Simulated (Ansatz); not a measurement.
# A single-point run on MoAu

The system is MoAu, a structure type of another compound, with these elements put in. Wanted, at the geometry given: gap or metal, charges, bonding, and the stress on the cell.

Method: DFT, PBE, no spin polarisation, plane waves, PAW, in Ansatz 0.2.0.

## (1) The cell

The structure is cubic, space group P2_13 (No. 198). The conventional cell has a = 5.023 Å, b = 5.023 Å, c = 5.023 Å, α = 90.00°, β = 90.00°, γ = 90.00°. Au (site symmetry 3) has 7 Mo at 2.66 to 2.72 Å as nearest neighbours. Mo (site symmetry 3) has 7 Au at 2.66 to 2.72 Å as nearest neighbours.

Structure file:

```
CELL_PARAMETERS angstrom
5.02346 0.00000 0.00000
0.00000 5.02346 0.00000
0.00000 0.00000 5.02346
ATOMIC_POSITIONS crystal
Au 0.15000 0.15000 0.15000
Au 0.35000 0.85000 0.65000
Au 0.65000 0.35000 0.85000
Au 0.85000 0.65000 0.35000
Mo 0.84400 0.84400 0.84400
Mo 0.65600 0.15600 0.34400
Mo 0.34400 0.65600 0.15600
Mo 0.15600 0.34400 0.65600
```

Its first density is an earlier solution for the same cell, read from a checkpoint.

## (2) The run

input.yaml

```yaml
crystal:
  lattice:
    - [5.023456, 0.0, 0.0]
    - [0.0, 5.023456, 0.0]
    - [0.0, 0.0, 5.023456]
  atoms:
    - { symbol: Au, position: [0.15, 0.15, 0.15] }
    - { symbol: Au, position: [0.35, 0.85, 0.65] }
    - { symbol: Au, position: [0.65, 0.35, 0.85] }
    - { symbol: Au, position: [0.85, 0.65, 0.35] }
    - { symbol: Mo, position: [0.844, 0.844, 0.844] }
    - { symbol: Mo, position: [0.656, 0.156, 0.344] }
    - { symbol: Mo, position: [0.344, 0.656, 0.156] }
    - { symbol: Mo, position: [0.156, 0.344, 0.656] }
  symmetry: { tolerance: 0.0003 }
kpoints:
  mp_grid: { grid: [7, 7, 7], shift: [0, 0, 0] }
  band_path:
    path:
      - [0.0, 0.0, 0.0]
      - [0.0, 0.5, 0.0]
      - [0.5, 0.5, 0.0]
      - [0.0, 0.0, 0.0]
      - [0.5, 0.5, 0.5]
      - [0.0, 0.5, 0.0]
      - [0.5, 0.5, 0.5]
      - [0.5, 0.5, 0.0]
      - [0.5, 0.0, 0.0]
    npoints: 7
magnetization:
  spin_polarized: false
scf:
  occupations: { method: fermi_dirac }
  lower_state_search: "off"
  max_iter: 200
hamiltonian:
  pseudopotentials: { kind: paw }
  xc: pbe
basis:
  ecutwfc: 420
  fft_grid_basis: typed
output:
  forces: true
  stress: true
  eigenvalues: true
  bader: true
  populations: true
  elf: true
  write_potential: true
  volumetric_format: npy
  dos:
    e_range: [-12, 8]
    de: 0.05
    projected: { site_lists: { Au: [Au], Mo: [Mo] } }
checkpoint:
  read: saved_state
```

What does the calculation give? Wanted: largest force; pressure; character; Bader charges.

As calculated:

```
                                                 quantity                 value
                                            largest force      0.665 eV/Å on Mo
                                                 pressure              17.6 GPa
           formation energy (elements from separate runs)          0.58 eV/atom
                                                character                 metal
density of states, mean within 0.25 eV of the Fermi level   5.2 per eV per cell
                                            Bader charges  Au -0.77, Mo +0.77 e
```

It is a metal; within 0.25 eV of the Fermi level the density of states averages 5.2 per eV per cell, mostly Mo d (79 %) and Au d (12 %). Mo loses most charge (+0.77 e on average) and Au gains most (-0.77 e). At 17.6 GPa the cell is compressed and would expand. Set against separate runs on the elements (Au fcc, Mo bcc), it forms at 0.58 eV per atom, so at this geometry it is not bound against them.
